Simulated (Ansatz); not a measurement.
# Na3LaMg: a trial structure relaxed

Aim: relax a trial structure of Na3LaMg and see where it ends.

Method: DFT PBE, scalar-relativistic, plane waves, PAW, in Ansatz 0.2.0.

2 further runs of the same task are left out: 1 that didn't finish, 1 set aside as unsound or not needed.

## 1. Starting point

It takes space group Pm-3m (No. 221, cubic). The conventional cell has a = 4.457 Å, b = 4.457 Å, c = 4.457 Å, α = 90.00°, β = 90.00°, γ = 90.00°. Na (site symmetry 4/mmm) has 2 Mg at 2.23 Å as nearest neighbours. Around La (site symmetry m-3m) lie 12 Na at 3.15 Å. Mg (site symmetry m-3m) is surrounded by 6 Na at 2.23 Å.

As a file:

```
Na La Mg
1.0
     4.45742    0.00000    0.00000
     0.00000    4.45742    0.00000
     0.00000    0.00000    4.45742
Na La Mg
3 1 1
Cartesian
  2.2287 2.2287 0.0000
  0.0000 2.2287 2.2287
  2.2287 0.0000 2.2287
  0.0000 0.0000 0.0000
  2.2287 2.2287 2.2287
```

A structure generator made this guess: species swapped into a database cell of KZnF3 (Pm-3m, No. 221), with La on the K sites, Mg on the Zn sites and Na on the F sites. The dimensions are guesses.

## 2. Probe: one point on a coarse mesh

The input, input.yaml:

```yaml
crystal:
  lattice:
    - [4.45741569, 0.0, 0.0]
    - [0.0, 4.45741569, 0.0]
    - [0.0, 0.0, 4.45741569]
  atoms:
    - { symbol: Na, position: [0.5, 0.5, 0.0] }
    - { symbol: Na, position: [0.0, 0.5, 0.5] }
    - { symbol: Na, position: [0.5, 0.0, 0.5] }
    - { symbol: La, position: [0.0, 0.0, 0.0] }
    - { symbol: Mg, position: [0.5, 0.5, 0.5] }
basis:
  ecutwfc: 420
kpoints:
  mp_grid: { grid: [4, 4, 4] }
hamiltonian:
  xc: pbe
scf:
  occupations: { method: gaussian, width: 0.1 }
  lower_state_search: "off"
output:
  forces: true
  stress: true
  eigenvalues: true
```

Launch:

```bash
$ ansatz run input.yaml --threads 1 --pin off --max-ram 2048MiB --backend cpu --events-out ev --progress --plain --runs-dir out
```

Further runs follow: a loose first relaxation; relaxation on the finer mesh.

**Question.** What will these runs give? Wanted: conventional cell; volume; energy over the elements; gap on the mesh.

The runs gave:

| quantity | value |
| --- | --- |
| symmetry at the end (tolerance 0.05 Å) | space group Pm-3m (No. 221) |
| conventional cell | a = 5.732 Å, b = 5.732 Å, c = 5.732 Å, α = 90.00°, β = 90.00°, γ = 90.00° |
| volume | 37.67 Å³/atom |
| energy over the elements | +0.50 eV/atom |
| gap on the mesh | none (metal) |

In words: The space group Pm-3m (No. 221) is kept, and the volume per atom grows by 112.7 % from the first guess. The formation energy is positive, so the separate elements lie lower. No finished test with a distortion of lower symmetry is shown, so the end may be a saddle point. Spin-orbit coupling is left out for La.
